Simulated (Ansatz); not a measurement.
# Cl₂F₂H₃NSi₂: basis-set convergence

An exercise on one series of results from a longer session: the logs are not shown, and one member is left open.

Method: one geometry, several basis sets; program: Ansatz 0.2.0, Gaussian basis.

Plan: PBE0-D4/def2-SVP; ωB97M-V/def2-SVP; PBE0-D4/def2-QZVPP; ωB97M-V/def2-QZVPP; the functionals' def2-TZVPP values are taken from earlier runs.

**The relaxed structure**

All runs share one geometry, relaxed beforehand with PBE0-D4 in a triple-zeta def2 set.

SMILES `F[Si](F)(Cl)N[SiH2]Cl`, 10 atoms, charge 0, spin multiplicity 1.

Atoms are counted from 1 here; the program's logs count them from 0.

Bond lengths: F1–Si2 1.576 Å, Si2–F3 1.577 Å, Si2–Cl4 2.019 Å, Si2–N5 1.690 Å, N5–Si6 1.725 Å, N5–H8 1.012 Å, Si6–Cl7 2.053 Å, Si6–H9 1.474 Å, Si6–H10 1.478 Å. Angles: F1–Si2–F3 106.9°, F1–Si2–Cl4 110.2°, F1–Si2–N5 108.0°, F3–Si2–Cl4 106.6°, F3–Si2–N5 112.5°, Cl4–Si2–N5 112.5°, Si2–N5–Si6 128.9°, Si2–N5–H8 115.5°, Si6–N5–H8 115.2°, N5–Si6–Cl7 112.1°, N5–Si6–H9 108.8°, N5–Si6–H10 108.1°, Cl7–Si6–H9 107.7°, Cl7–Si6–H10 106.9°, H9–Si6–H10 113.4°.

Set-up of the first run:

Input file in.yaml:

```yaml
crystal:
  periodic: [false, false, false]
  atoms:
    - {symbol: F, position_ang: [-1.134858, -0.528433, 1.702308]}
    - {symbol: Si, position_ang: [-0.482391, -1.346892, 0.524280]}
    - {symbol: F, position_ang: [-1.647541, -2.140122, -0.183389]}
    - {symbol: Cl, position_ang: [0.794350, -2.728915, 1.257829]}
    - {symbol: N, position_ang: [0.277318, -0.252244, -0.514566]}
    - {symbol: Si, position_ang: [0.229812, 1.472404, -0.493936]}
    - {symbol: Cl, position_ang: [1.700414, 2.270379, 0.695830]}
    - {symbol: H, position_ang: [0.936256, -0.656700, -1.166802]}
    - {symbol: H, position_ang: [-1.071091, 1.904422, 0.049132]}
    - {symbol: H, position_ang: [0.480731, 1.955103, -1.867686]}
basis:
  gaussian: {orbitals: def2-SVP}
hamiltonian: {xc: pbe0, dispersion: d4}
output: {orbitals: {seedname: orbitals}}
```

Steps of the session up to this table: PBE0-D4 in def2-SVP; ωB97M-V in def2-SVP; PBE0-D4 in def2-QZVPP; ωB97M-V in def2-QZVPP.

One of the session's tables, all rows but one given; the rest of the session is left out.

It belongs to the step «Density functionals: the series». 

| functional | basis | HOMO (eV) | LUMO (eV) |
| --- | --- | --- | --- |
| PBE0-D4 | def2-SVP | -8.79 | 0.47 |
| PBE0-D4 | def2-TZVPP | -8.89 | -0.03 |
| PBE0-D4 | def2-QZVPP | ? | ? |
| ωB97M-V | def2-SVP | -11.05 | 2.30 |
| ωB97M-V | def2-TZVPP | -11.19 | 1.60 |
| ωB97M-V | def2-QZVPP | -11.23 | 1.12 |

**Question.** Estimate the row for PBE0-D4, def2-QZVPP.

**Answer.** HOMO (eV): -8.93; LUMO (eV): -0.26. In the column «HOMO (eV)» it lies between ωB97M-V, def2-SVP (-11.05) and PBE0-D4, def2-TZVPP (-8.89).
